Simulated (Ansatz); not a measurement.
Write a Python script for Ansatz 0.2.0 through its Python package that makes a geometry optimisation of CH₅FNSn, SMILES C[NH][SnH][F]. Settings: B3LYP, def2-SVP basis, multiplicity 2, D4 dispersion.

```xyz
9

C    -0.2158    0.6259   -0.8559
N    -0.2964   -0.7718   -0.6425
Sn    0.4976   -1.1584    1.1997
F     2.4603   -0.5746    1.2278
H    -0.7205    0.8917   -1.8706
H    -0.8352    1.2196   -0.0774
H     0.8126    1.0345   -0.8753
H    -1.2562   -1.0472   -0.6028
H    -0.3580   -0.2660    2.4800
```

The script, `run_opt.py`:
```python
"""Minimum-energy structure of CH5FNSn."""

import itertools

import ansatz as az
from ase import Atoms
from ase.data import atomic_numbers, covalent_radii
import numpy as np

BASIS_SET = "def2-SVP"
XC = "b3lyp"
VDW = "d4"


def main() -> None:
    atoms = Atoms(["C", "N", "Sn", "F", "H", "H", "H", "H", "H"], positions=[
        [-0.2158, 0.6259, -0.8559],
        [-0.2964, -0.7718, -0.6425],
        [0.4976, -1.1584, 1.1997],
        [2.4603, -0.5746, 1.2278],
        [-0.7205, 0.8917, -1.8706],
        [-0.8352, 1.2196, -0.0774],
        [0.8126, 1.0345, -0.8753],
        [-1.2562, -1.0472, -0.6028],
        [-0.358, -0.266, 2.48],
    ])
    mol = az.Crystal.molecule_from_ase(atoms)

    job = (
        mol.calculation()
        .basis(gaussian=BASIS_SET)
        .functional(XC, dispersion=VDW)
        .spin("collinear", total=1)
    )
    symbols = [site.symbol for site in mol.cartesian_sites]
    start = np.array([site.position_ang for site in mol.cartesian_sites], dtype=float)
    def progress(event):
        if event["event"] == "relax_step":
            row = event["data"]
            print(f"step {row['step']:3d}  E = {row['lagrangian_ev']:.6f} eV  largest force component {row['allowed_force_max_ev_ang']:.4f} eV/A")


    rep = job.relax(force_tolerance=0.02).session().plan().execute(on_event=progress).report
    end = np.array(rep["positions_ang"])

    print(f"E = {rep['free_energy_ev']:.6f} eV = {rep['free_energy_ev'] / 27.211386246:.7f} Ha")
    print("converged:", rep["converged"], " doubts:", rep["published_state_doubts"] or "none")

    # pairs closer than 1.2 times the sum of covalent radii, before or after
    radius = [covalent_radii[atomic_numbers[s]] for s in symbols]
    span = lambda where, i, j: np.linalg.norm(where[i] - where[j])
    bonded = [(i, j) for i, j in itertools.combinations(range(len(symbols)), 2) if min(span(start, i, j), span(end, i, j)) < 1.2 * (radius[i] + radius[j])]
    print("pair        before    after (A)")
    for i, j in bonded:
        print(f"{symbols[i]}{i}-{symbols[j]}{j}".ljust(10), f"{span(start, i, j):8.4f} {span(end, i, j):8.4f}")


if __name__ == "__main__":
    main()
```

Output of `python run_opt.py`:
```text
step   1  E = -11153.876879 eV  largest force component 2.5020 eV/A
step   2  E = -11154.217763 eV  largest force component 0.9428 eV/A
step   3  E = -11154.285274 eV  largest force component 0.5001 eV/A
step   4  E = -11154.300696 eV  largest force component 0.2046 eV/A
step   5  E = -11154.313083 eV  largest force component 0.2486 eV/A
step   6  E = -11154.322626 eV  largest force component 0.3871 eV/A
step   7  E = -11154.338440 eV  largest force component 0.5413 eV/A
step   8  E = -11154.391631 eV  largest force component 1.1094 eV/A
step   9  E = -11154.528078 eV  largest force component 1.3227 eV/A
step  10  E = -11154.611445 eV  largest force component 1.0273 eV/A
step  11  E = -11154.652122 eV  largest force component 0.6902 eV/A
step  12  E = -11154.694826 eV  largest force component 0.4155 eV/A
step  13  E = -11154.698146 eV  largest force component 0.1746 eV/A
step  14  E = -11154.709308 eV  largest force component 0.1660 eV/A
step  15  E = -11154.710871 eV  largest force component 0.0739 eV/A
step  16  E = -11154.711108 eV  largest force component 0.0142 eV/A
E = -11154.711350 eV = -409.9280812 Ha
converged: True  doubts: none
pair        before    after (A)
C0-N1        1.4162   1.4492
C0-H4        1.1640   1.1075
C0-H5        1.1585   1.1069
C0-H6        1.1068   1.0993
N1-Sn2       2.0429   2.1085
N1-H7        0.9993   1.0215
Sn2-F3       2.0479   1.9784
Sn2-H8       1.7798   1.7815
```

Total energies depend on the basis set; only differences at equal settings carry meaning. The end point is the stationary point reached from this start; no frequency run checks that it is a minimum, and the basis set is modest. def2 sets replace the cores of elements past krypton by effective core potentials. The run takes the species as open-shell (spin multiplicity 2), which needn't be its ground state. b3lyp holds the VWN-RPA fit, as in Gaussian; the form of ORCA and Turbomole is b3lyp5. It ran for 110 s on 1 thread of AMD EPYC 7B13 (Zen 3), on a shared host, peak memory 0.36 GiB.
